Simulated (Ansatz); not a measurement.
**CH3BOS: rigid scan of one bond length in Python**

How does the energy of CH3BOS change as one bond is stretched? Wanted for CH3BOS: a rigid scan of one bond length.

Program: the Python package of Ansatz 0.2.0. Level of theory: PBE0+D3(BJ)/6-31G*. These are calculated values, not measurements.

## (1) The structure

Bond lengths: O1–C2 1.168 Å, C2–B3 1.540 Å, B3–S4 1.925 Å, C2–H5 1.102 Å, B3–H6 1.192 Å, S4–H7 1.362 Å. Angles: O1–C2–B3 118.3°, O1–C2–H5 121.9°, B3–C2–H5 119.9°, C2–B3–S4 120.6°, C2–B3–H6 120.4°, S4–B3–H6 118.6°, B3–S4–H7 94.2°.

No structure file is read: the coordinates are typed or built in the script.

## (2) The code

Input file ch3bos.py:

```python
# -*- coding: utf-8 -*-
"""Stretching a bond of CH3BOS, the rest held rigid."""

import logging
import sys

import ansatz as az
from ase import Atoms
import matplotlib.pyplot as plt
import numpy as np

logging.basicConfig(stream=sys.stdout, format="%(name)s: %(message)s")
log = logging.getLogger("calc")
log.setLevel(logging.INFO)

atoms = Atoms(["O", "C", "B", "S", "H", "H", "H"], positions=[
    (-1.2319, 1.7233, 0.1074),
    (-0.6981, 0.8178, -0.4014),
    (-0.1391, -0.2993, 0.4992),
    (0.8736, -1.7515, -0.2557),
    (-0.5804, 0.7513, -1.4951),
    (-0.2254, -0.2189, 1.6856),
    (2.0626, -1.0908, -0.1857),
])
ch3bos = az.Crystal.molecule_from_ase(atoms)

symbols = [site.symbol for site in ch3bos.cartesian_sites]
start = np.array([site.position_ang for site in ch3bos.cartesian_sites])
axis = (start[1] - start[2]) / np.linalg.norm(start[1] - start[2])
moving = [0, 1, 4]
lengths, energies = [1.31, 1.42, 1.54, 1.69, 1.92, 2.31, 2.77, 3.39], []
for length in lengths:
    xyz = start.copy()
    xyz[moving] += (length - np.linalg.norm(start[1] - start[2])) * axis
    point = az.Crystal.molecule()
    for symbol, place in zip(symbols, xyz):
        point = point.atom(symbol, place.tolist())
    setup = (
        point.calculation()
        .basis(gaussian="6-31G*")
        .functional("pbe0", dispersion="d3bj")
    )
    report = setup.run().report
    energies.append(report["free_energy_ev"])
    log.info(f"r = {length:6.3f} A  E = {energies[-1]:.5f} eV  <S^2> = {abs(report['mean_field']['state']['spin_squared']):.3f}")

print("energy above the lowest point (eV):", [round(e - min(energies), 3) for e in energies])
plt.figure(figsize=(4.5, 3))
plt.plot(lengths, np.array(energies) - min(energies), "o-")
plt.xlabel("bond length (A)")
plt.ylabel("E - E(min) (eV)")
plt.tight_layout()
plt.savefig("scan.png", dpi=100)
```

## (3) The calls as engine input

The package turns the script's settings into the engine's input (first run):

```yaml
crystal:
  periodic: [false, false, false]
  atoms:
    - { symbol: O, position_ang: [-1.1484256422669443, 1.556485679743119, 0.24188480603647572] }
    - { symbol: C, position_ang: [-0.6146256422669444, 0.6509856797431189, -0.26691519396352426] }
    - { symbol: B, position_ang: [-0.1391, -0.2993, 0.4992] }
    - { symbol: S, position_ang: [0.8736, -1.7515, -0.2557] }
    - { symbol: H, position_ang: [-0.49692564226694436, 0.5844856797431189, -1.3606151939635245] }
    - { symbol: H, position_ang: [-0.2254, -0.2189, 1.6856] }
    - { symbol: H, position_ang: [2.0626, -1.0908, -0.1857] }
basis:
  gaussian:
    orbitals: "6-31G*"
hamiltonian:
  xc: pbe0
  dispersion: d3bj
```

## (4) Launch

Launch:

```
python ch3bos.py
```

**Question.** What results will this script give? Wanted: range of energy; lowest point, distance.

**Answer**, as computed:

| quantity | value |
| --- | --- |
| runs compared | 8 |
| range of energy | 4.132 eV |
| lowest point, distance (Å) | 1.69 |

In words: The lowest point, at 1.69, lies inside the range. The ends stand 1.57 and 4.13 eV above it. The distance scanned is the script's pair 2, 1. Caveats:
- The rest of the molecule is held rigid at a force-field or estimated start geometry, and the basis set is modest; single-reference methods fail as a bond breaks.
- The orbitals are restricted, so S² is zero by construction.
- Toward dissociation an unrestricted state can lie under the restricted one, by tenths of an eV for polar bonds under a functional and by 1 to 2 eV or more for others.
